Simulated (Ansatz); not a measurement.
Geometry optimisation, Ansatz 0.2.0, DFT PBEsol, scalar-relativistic, plane waves, PAW.

input.yaml

```yaml
crystal:
  lattice:
    - [8.7942, 0.0, 0.0]
    - [0.0, 8.7942, 0.0]
    - [0.0, 0.0, 8.7942]
  atoms:
    - { symbol: Mg, position: [0.4935115, -0.0024297, -0.0007211] }
    - { symbol: O, position: [0.7524891, 0.2455567, 0.252236] }
    - { symbol: Mg, position: [0.7511957, 0.246099, 0.0010815] }
    - { symbol: O, position: [0.0066266, 0.4972909, 0.2487607] }
    - { symbol: Mg, position: [0.7536016, -0.0078497, 0.2484604] }
    - { symbol: O, position: [0.0037743, 0.2472509, 0.4973155] }
    - { symbol: Mg, position: [-0.002224, 0.0054665, 0.0018245] }
    - { symbol: Mg, position: [0.2539369, 0.2488319, -0.0012289] }
    - { symbol: O, position: [0.5014496, 0.4976392, 0.2484405] }
    - { symbol: Mg, position: [0.4989332, 0.5008214, -0.0036419] }
    - { symbol: O, position: [0.7526361, 0.7551202, 0.2500123] }
    - { symbol: Mg, position: [0.7517293, 0.7482053, 0.0022619] }
    - { symbol: O, position: [0.0018856, -0.0001736, 0.2510607] }
    - { symbol: Mg, position: [0.2510799, -0.0028189, 0.2454112] }
    - { symbol: O, position: [0.5014227, 0.2534825, 0.4987257] }
    - { symbol: Mg, position: [0.4985313, 0.2521334, 0.2470722] }
    - { symbol: O, position: [0.7476902, 0.5013027, 0.5050814] }
    - { symbol: Mg, position: [0.7435145, 0.4975563, 0.2508588] }
    - { symbol: O, position: [0.004796, 0.7582606, 0.4978692] }
    - { symbol: Mg, position: [0.4989449, -0.004129, 0.5042472] }
    - { symbol: O, position: [0.7512102, 0.2437562, 0.7454566] }
    - { symbol: Mg, position: [0.7479844, 0.2545766, 0.494754] }
    - { symbol: O, position: [-0.0008273, 0.4977417, 0.74311] }
    - { symbol: Mg, position: [0.7477544, -0.0014944, 0.7533195] }
    - { symbol: O, position: [0.0028235, 0.2574026, 0.0016363] }
    - { symbol: Mg, position: [0.0025731, 0.4991061, 0.0044316] }
    - { symbol: O, position: [0.2508362, 0.7460578, 0.2476015] }
    - { symbol: Mg, position: [0.248197, 0.7461953, 0.0002764] }
    - { symbol: O, position: [0.5019761, 0.0004851, 0.2484948] }
    - { symbol: Mg, position: [-0.0001648, 0.2486151, 0.2522491] }
    - { symbol: O, position: [0.2510517, 0.4956329, 0.4912687] }
    - { symbol: Mg, position: [0.2503767, 0.4959051, 0.2499256] }
    - { symbol: O, position: [0.5003826, 0.7485645, 0.4989676] }
    - { symbol: Mg, position: [0.4965807, 0.7485797, 0.2447615] }
    - { symbol: O, position: [0.7518591, -0.0060856, 0.5016709] }
    - { symbol: Mg, position: [0.000111, -0.0021191, 0.5003744] }
    - { symbol: O, position: [0.2550138, 0.2481338, 0.7576332] }
    - { symbol: Mg, position: [0.2488158, 0.2437772, 0.5043895] }
    - { symbol: O, position: [0.5035969, 0.494892, 0.7543477] }
    - { symbol: Mg, position: [0.4982939, 0.4980147, 0.5001245] }
    - { symbol: O, position: [0.7481668, 0.7426619, 0.7466945] }
    - { symbol: Mg, position: [0.7478194, 0.7490755, 0.4961738] }
    - { symbol: O, position: [-0.0041462, -0.0012334, 0.7490841] }
    - { symbol: Mg, position: [0.2555341, 0.0052567, 0.7522245] }
    - { symbol: O, position: [0.5015248, 0.2551381, 0.001947] }
    - { symbol: Mg, position: [0.5035918, 0.249907, 0.7523444] }
    - { symbol: O, position: [0.7513845, 0.5006385, 0.0012212] }
    - { symbol: Mg, position: [0.7516175, 0.5028766, 0.7500471] }
    - { symbol: O, position: [-0.0036466, 0.7468664, -0.0014551] }
    - { symbol: Mg, position: [0.0041477, 0.7535956, 0.2511374] }
    - { symbol: O, position: [0.2544104, -0.0018562, 0.502276] }
    - { symbol: Mg, position: [-0.0022791, 0.5001543, 0.503505] }
    - { symbol: O, position: [0.2551285, 0.7525747, 0.7507797] }
    - { symbol: Mg, position: [0.2476753, 0.7458193, 0.5023956] }
    - { symbol: O, position: [0.4972653, 0.0038978, 0.7516858] }
    - { symbol: Mg, position: [0.0018727, 0.2587253, 0.7510757] }
    - { symbol: O, position: [0.2479802, 0.4917183, 0.005587] }
    - { symbol: Mg, position: [0.2482873, 0.495875, 0.7499233] }
    - { symbol: O, position: [0.5020981, 0.7492188, -0.0037954] }
    - { symbol: Mg, position: [0.5015706, 0.7472972, 0.7520434] }
    - { symbol: O, position: [0.7521027, 0.0035155, 0.0032268] }
    - { symbol: Mg, position: [-0.0058261, 0.7485394, 0.7470365] }
    - { symbol: O, position: [0.2556374, -0.0048693, -0.0005] }
basis:
  ecutwfc: 420.0
kpoints:
  mp_grid: { grid: [1, 1, 1] }
hamiltonian:
  xc: pbesol
  pseudopotentials: { kind: paw, azcp: { folder: soft_1 } }
scf:
  occupations: { method: gaussian, width: 0.02 }
  lower_state_search: "off"
relax:
  f_tol: 0.03
  max_steps: 60
  adjacent_minimum: "off"
```

Run as:

```bash
$ ansatz run input.yaml --threads 4 --pin off --max-ram 10240MiB --backend cpu --events-out ev --progress --plain --runs-dir out
```

Where does it end, and by what steps?

The forces met the threshold. The force dipped under the threshold on the way, but the program's further checks kept it going. Limits of this set-up: coarse k mesh, PAW files made for another functional, no spin, though dangling bonds at a vacancy may carry it. After 3 steps the energy has fallen by 0.759 eV; Mg32 moved furthest, 0.11 Å.

```json
{"step": "0", "energy less start (eV)": "0.0000", "largest force component (eV/Å)": "0.788", "accepted": "yes"}
{"step": "1", "energy less start (eV)": "-0.4817", "largest force component (eV/Å)": "0.402", "accepted": "yes"}
{"step": "2", "energy less start (eV)": "-0.7586", "largest force component (eV/Å)": "0.026", "accepted": "yes"}
{"step": "3", "energy less start (eV)": "-0.7586", "largest force component (eV/Å)": "0.026", "accepted": "yes"}
```

```xyz
63
Lattice="8.7942 0.0000 0.0000 0.0000 8.7942 0.0000 0.0000 0.0000 8.7942" Properties=species:S:1:pos:R:3
Mg 4.404 -0.010 -0.003
O 6.601 2.190 2.200
Mg 6.600 2.190 -0.020
O -0.001 4.396 2.199
Mg 6.600 -0.030 2.198
O -0.001 2.190 4.403
Mg 0.003 -0.009 -0.001
Mg 2.203 2.192 -0.085
O 4.408 4.395 2.199
Mg 4.403 4.390 -0.001
O 6.601 6.588 2.199
Mg 6.601 6.587 -0.005
O -0.001 -0.014 2.199
Mg 2.203 -0.093 2.198
O 4.409 2.191 4.404
Mg 4.487 2.190 2.198
O 6.601 4.390 4.398
Mg 6.600 4.410 2.199
O 0.006 6.588 4.398
Mg 4.403 -0.011 4.400
O 6.601 2.191 6.596
Mg 6.600 2.189 4.418
O 0.005 4.388 6.595
Mg 6.600 -0.015 6.596
O -0.001 2.190 -0.005
Mg 0.003 4.390 0.001
O 2.204 6.588 2.198
Mg 2.203 6.588 -0.020
O 4.409 -0.014 2.198
Mg -0.081 2.189 2.201
O 2.205 4.395 4.402
Mg 2.203 4.474 2.201
O 4.403 6.587 4.398
Mg 4.422 6.587 2.199
O 6.601 -0.009 4.398
Mg 0.002 -0.010 4.401
O 2.204 2.189 6.597
Mg 2.204 2.189 4.483
O 4.403 4.389 6.596
Mg 4.403 4.391 4.399
O 6.601 6.587 6.596
Mg 6.599 6.588 4.404
O 0.005 -0.009 6.596
Mg 2.204 -0.028 6.598
O 4.409 2.192 -0.006
Mg 4.424 2.191 6.596
O 6.602 4.389 0.000
Mg 6.601 4.395 6.595
O 0.005 6.587 0.000
Mg -0.016 6.588 2.200
O 2.205 -0.014 4.404
Mg 0.002 4.391 4.399
O 2.205 6.587 6.596
Mg 2.203 6.589 4.419
O 4.404 -0.008 6.597
Mg -0.017 2.191 6.596
O 2.204 4.394 -0.006
Mg 2.203 4.409 6.597
O 4.403 6.586 0.000
Mg 4.408 6.586 6.597
O 6.601 -0.009 0.000
Mg -0.002 6.587 6.597
O 2.204 -0.013 -0.006
```

Run time: 16 s on 4 threads of Arm Neoverse V1, with other jobs on the host, peak memory 0.87 GiB.
